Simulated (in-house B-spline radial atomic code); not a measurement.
# Tb⁴⁺: ionisation energy by several methods

Aim: the ionisation energy of Tb⁴⁺ by several methods, each as the difference of two self-consistent energies (Tb⁴⁺ and the next ion, [Kr] 4d10 4f7 5s2 5p5).

The numbers are computed with in-house B-spline radial atomic code version 1 (non-relativistic, several functionals, spin-polarised, exact exchange averaged over the configuration; spherical all-electron atom at the radial basis limit), except any that are marked as measured or tabulated.

### 1 The system

| Property | Result |
| --- | --- |
| element | terbium (Z = 65) |
| charge | +4 |
| electrons | 61 |
| configuration | [Xe] 4f7 |
| nucleus | point |

The outer shells:

[Xe] 4f7
```
[Xe] core
4f [↑ ][↑ ][↑ ][↑ ][↑ ][↑ ][↑ ]
```

Where spins are not typed, each open shell is filled with up spins first.

### 2 CAM-B3LYP, a range-separated hybrid

Settings, as recorded:

```ini
Z = 65
electrons = 61.0
configuration = [Xe] 4f7
hamiltonian = nr
method = camb3lyp
spin_polarised = True
exact_exchange = averaged over the configuration
```

On the command line:

```bash
$ python run_scf.py task.json out
```

task.json lists these runs, among others, and the program works through them in turn.

### 3 B97-1, a global hybrid

Changes to the settings of step 2:

```diff
@@ -4,3 +4,3 @@
 hamiltonian = nr
-method = camb3lyp
+method = b97_1
 spin_polarised = True
```

### 4 BHandHLYP, a global hybrid

Changes to the settings of step 3:

```diff
@@ -4,3 +4,3 @@
 hamiltonian = nr
-method = b97_1
+method = bhandhlyp
 spin_polarised = True
```

### 5 B3LYP, a global hybrid

Changes to the settings of step 4:

```diff
@@ -4,3 +4,3 @@
 hamiltonian = nr
-method = bhandhlyp
+method = b3lyp
 spin_polarised = True
```

### 6 LC-ωPBE, a range-separated hybrid

Changes to the settings of step 5:

```diff
@@ -4,3 +4,3 @@
 hamiltonian = nr
-method = b3lyp
+method = lc_wpbe
 spin_polarised = True
```

### 7 PBE0, a global hybrid

Changes to the settings of step 6:

```diff
@@ -4,3 +4,3 @@
 hamiltonian = nr
-method = lc_wpbe
+method = pbe0
 spin_polarised = True
```

What does each method give for the ionisation energy?

As calculated:

| method | rung | total energy (hartree) | ΔSCF (eV) | −ε highest (eV) |
| --- | --- | --- | --- | --- |
| B97-1 | global hybrid | -11226.8500 | 72.673 | 64.973 (4f up) |
| BHandHLYP | global hybrid | -11227.1259 | 72.590 | 69.373 (4f up) |
| B3LYP | global hybrid | -11227.1939 | 72.739 | 64.823 (4f up) |
| PBE0 | global hybrid | -11226.7136 | 72.690 | 65.679 (4f up) |
| CAM-B3LYP | range-separated hybrid | -11227.5339 | 72.707 | 66.816 (4f up) |
| LC-ωPBE | range-separated hybrid | -11226.3131 | 72.705 | 67.300 (4f up) |

**Reading.** For the ionisation energy the methods span 0.149 eV, from BHandHLYP (72.590 eV) to B3LYP (72.739 eV), which is 0.20 % of the mean. No tabulated value is at hand. ΔSCF removes a 5p electron, which is never the highest level here, so the two columns refer to different electrons.
